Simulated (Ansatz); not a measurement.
Working through a projected density of states of YMg₃, space group P4/mmm

Computed with Ansatz's Python interface.

The cells in order, each with its output:

In [1]:
```python
import warnings

import ansatz as az
import numpy as np
```

In [2]:
```python
FUNCTIONAL = "pbesol"
ECUT = 470
K_LENGTH = 20
FILLING = "methfessel_paxton"
SIGMA = 0.1
EXTRA_BANDS = 14
```

In [3]:
```python
warnings.simplefilter("ignore", az.DeckWarning)
```

In [4]:
```python
crystal = (
    az.Lattice.of((4.88666, 0.0, 0.0), (0.0, 4.88666, 0.0), (0.0, 0.0, 4.21986))
    .atom("Y", (0.0, 0.0, 0.5))
    .atom("Mg", (0.0, 0.5, 0.0))
    .atom("Mg", (0.5, 0.0, 0.0))
    .atom("Mg", (0.5, 0.5, 0.5))
)
```

In [5]:
```python
base = (
    crystal.calculation()
    .functional(FUNCTIONAL)
    .basis(ECUT)
    .kpoints(length=K_LENGTH)
    .occupations(FILLING, width=SIGMA)
    .scf(extra_bands=EXTRA_BANDS)
    .density_of_states(projected=True, energy_step=0.1)
)
history = []
out = base.session().plan().execute(on_event=lambda event: history.append(event["data"]["dr2_ev"]) if event["event"] == "scf_iter" else None)
rep = out.report
```

In [6]:
```python
out.unlabelled_reasons
```
Out [6]:
```text
['no_forces']
```

In [7]:
```python
rep["n_electrons"]
```
Out [7]:
```text
41.0
```

In [8]:
```python
print("density residual by iteration (eV):", " ".join(f"{value:.1e}" for value in history[:40]))
```
```text
density residual by iteration (eV): 9.0e-03 3.0e-03 1.8e-04 1.3e-05 4.8e-07 5.7e-08
```

In [9]:
```python
dos = out.density_of_states()
energy = np.asarray(dos.energies_ev) - dos.fermi_ev
curves = {}
for site in out.projected_density_of_states().sites:
    for shell in site.shells:
        weight = sum(np.sum(curve.g_bin_mean_per_ev, axis=0) for curve in shell.curves)
        name = f"{site.species} {shell.label}"
        curves[name] = curves.get(name, 0) + weight
```

In [10]:
```python
step = energy[1] - energy[0]
windows = [(-6, -3), (-3, 0), (0, 6)]
print("states by shell in windows of E - E_F (eV):", windows)
for name, g in curves.items():
    print(f"{name:8s}", " ".join(f"{step * g[(energy >= a) & (energy < b)].sum():8.3f}" for a, b in windows))
filled = (energy < 0) & (energy > -6)
for name, g in curves.items():
    if g[filled].sum() * step > 0.5:
        print(f"centre of {name}: {np.average(energy[filled], weights=g[filled]):.2f} eV")
```
```text
states by shell in windows of E - E_F (eV): [(-6, -3), (-3, 0), (0, 6)]
Y 4S        0.008    0.002    0.008
Y 5S        0.409    0.676    0.720
Y 4P        0.017    0.017    0.003
Y 4D        0.223    2.690    6.476
Mg 2S       0.003    0.001    0.010
Mg 3S       1.633    1.936    1.859
Mg 2P       0.000    0.001    0.000
centre of Y 5S: -2.64 eV
centre of Y 4D: -1.18 eV
centre of Mg 3S: -2.93 eV
```

Caveats:
- The mesh is modest for a metal, so energies can be off by several to tens of meV an atom and pressures by half a GPa or more; differences at equal mesh fare better.
- The structure comes from a database of computed cells and needn't be a stable or known phase.
- Curves are summed over the cell's atoms. Only shells that the potentials hold have channels, so projections don't add up to the total, least of all where a shell is missing (p of most metals); heights and places of peaks move with the mesh.
- The computed bands are complete only to about 8.1 eV above the Fermi level; beyond that the density of states is undercounted.
- A band centre counts only the states inside the window taken.
- Wall time of the script: 4.1 s on 1 thread of Arm Neoverse V1 (shared host), peak memory 0.42 GiB.
